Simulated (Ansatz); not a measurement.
# CHBFN (SMILES N#CBF): functionals against CCSD(T) at one geometry

One table from this session's results is given with a row withheld; the runs are named, their logs left out.

Computed with Ansatz 0.2.0, Gaussian basis. Level: single points in def2-TZVPP.

Cores are frozen in the correlated methods.

## Where the work starts

SMILES `N#CBF`, 5 atoms, charge 0, spin multiplicity 1.

Atoms are counted from 1 here; the program's logs count them from 0.

Bond lengths: N1–C2 0.973 Å, C2–B3 1.623 Å, B3–F4 1.424 Å, B3–H5 1.044 Å. Angles: N1–C2–B3 169.9°, C2–B3–F4 111.6°, C2–B3–H5 126.7°, F4–B3–H5 120.5°.

Geometry (Å):

```mol
CHBFN
  3D, bonds by distance, orders not assigned

  5  4  0  0  0  0  0  0  0  0999 V2000
    0.6673   -1.2543    1.4260 N   0  0
    0.2874   -0.6754    0.7425 C   0  0
   -0.1405    0.4720   -0.3223 B   0  0
   -1.1618    0.0150   -1.2031 F   0  0
    0.3688    1.3618   -0.5181 H   0  0
  1  2  8  0
  2  3  8  0
  3  4  8  0
  3  5  8  0
M  END
```

The first run:

Contents of run/in.yaml:

```yaml
crystal:
  periodic: [false, false, false]
  atoms:
    - {symbol: N, position_ang: [0.667300, -1.254300, 1.426000]}
    - {symbol: C, position_ang: [0.287400, -0.675400, 0.742500]}
    - {symbol: B, position_ang: [-0.140500, 0.472000, -0.322300]}
    - {symbol: F, position_ang: [-1.161800, 0.015000, -1.203100]}
    - {symbol: H, position_ang: [0.368800, 1.361800, -0.518100]}
basis:
  gaussian: {orbitals: def2-TZVPP}
correlation: {method: ccsd_t}
output: {forces: true}
```

The command line of these runs was not kept.

Among the steps run: CCSD(T)/def2-TZVPP; PBE0-D4/def2-TZVPP; wB97M-V/def2-TZVPP; r2SCAN-D4/def2-TZVPP; PBE-D4/def2-TZVPP; HSE06-D4/def2-TZVPP; SPW92/def2-TZVPP.

One of the session's tables, all rows but one given; the rest of the session is left out.

| method | RMS force component (eV/Å) | angle to CCSD(T) forces (°) | dipole (D) |
| --- | --- | --- | --- |
| CCSD(T) | 15.701 | reference | 2.84 |
| PBE0-D4 | 15.206 | 0.6 | 2.80 |
| wB97M-V | 15.132 | 0.2 | 2.83 |
| r2SCAN-D4 | ? | ? | ? |
| PBE-D4 | 15.613 | 0.6 | 2.71 |
| HSE06-D4 | 15.225 | 0.6 | 2.79 |
| SPW92 | 15.308 | 1.0 | 2.73 |

**Question.** Estimate the row for r2SCAN-D4.

**Answer.** RMS force component (eV/Å): 15.309; angle to CCSD(T) forces (°): 0.4; dipole (D): 2.79. In the column «RMS force component (eV/Å)» it lies between SPW92 (15.308) and PBE-D4 (15.613).
